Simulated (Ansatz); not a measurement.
**AlClH₄N₂: basis-set convergence**

One table from this session's results is given with a row withheld; the runs are named, their logs left out.

The runs use Ansatz 0.2.0, Gaussian basis; one geometry, several basis sets.

Plan: PBE0-D4/def2-SVP; ωB97M-V/def2-SVP; PBE0-D4/def2-QZVPP; ωB97M-V/def2-QZVPP; the functionals' def2-TZVPP values are taken from earlier runs.

### Structure used throughout

An earlier PBE0-D4 in a triple-zeta def2 set relaxation fixed the geometry.

SMILES `[NH2][Al]([NH2])[Cl]`, 8 atoms, charge 0, spin multiplicity 1.

Atoms are counted from 1 here; the program's logs count them from 0.

Bond lengths: N1–Al2 1.758 Å, N1–H5 1.006 Å, N1–H6 1.006 Å, Al2–N3 1.758 Å, Al2–Cl4 2.099 Å, N3–H7 1.006 Å, N3–H8 1.006 Å. Angles: Al2–N1–H5 123.6°, Al2–N1–H6 125.8°, H5–N1–H6 110.6°, N1–Al2–N3 123.5°, N1–Al2–Cl4 118.2°, N3–Al2–Cl4 118.2°, Al2–N3–H7 125.8°, Al2–N3–H8 123.6°, H7–N3–H8 110.6°.

Set-up of the first run:

File in.yaml:

```yaml
crystal:
  periodic: [false, false, false]
  atoms:
    - {symbol: N, position_ang: [-0.490331, 1.487443, -0.172881]}
    - {symbol: Al, position_ang: [-0.217329, -0.236934, -0.376950]}
    - {symbol: N, position_ang: [0.829588, -1.184299, 0.670004]}
    - {symbol: Cl, position_ang: [-1.193692, -1.217166, -1.955114]}
    - {symbol: H, position_ang: [-1.089700, 2.030537, -0.771435]}
    - {symbol: H, position_ang: [-0.082640, 2.067595, 0.540633]}
    - {symbol: H, position_ang: [1.349833, -0.832960, 1.456005]}
    - {symbol: H, position_ang: [0.986471, -2.171416, 0.554037]}
basis:
  gaussian: {orbitals: def2-SVP}
hamiltonian: {xc: pbe0, dispersion: d4}
output: {orbitals: {seedname: orbitals}}
```

On the command line:

```console
> ansatz run in.yaml --threads 4 --pin off --events-out ev --progress --plain --max-ram 10444MiB
```

Steps of the session up to this table: PBE0-D4 in def2-SVP; ωB97M-V in def2-SVP; PBE0-D4 in def2-QZVPP; ωB97M-V in def2-QZVPP.

One of the session's tables, all rows but one given; the rest of the session is left out.

| functional | basis | HOMO (eV) | LUMO (eV) |
| --- | --- | --- | --- |
| PBE0-D4 | def2-SVP | -6.95 | 0.27 |
| PBE0-D4 | def2-TZVPP | -7.26 | -0.08 |
| PBE0-D4 | def2-QZVPP | -7.34 | -0.35 |
| ωB97M-V | def2-SVP | -9.32 | 1.86 |
| ωB97M-V | def2-TZVPP | -9.65 | 1.42 |
| ωB97M-V | def2-QZVPP | ? | ? |

**Question.** Estimate the row for ωB97M-V, def2-QZVPP.

As computed: HOMO (eV): -9.73; LUMO (eV): 0.98. In the column «HOMO (eV)» it is the lowest.
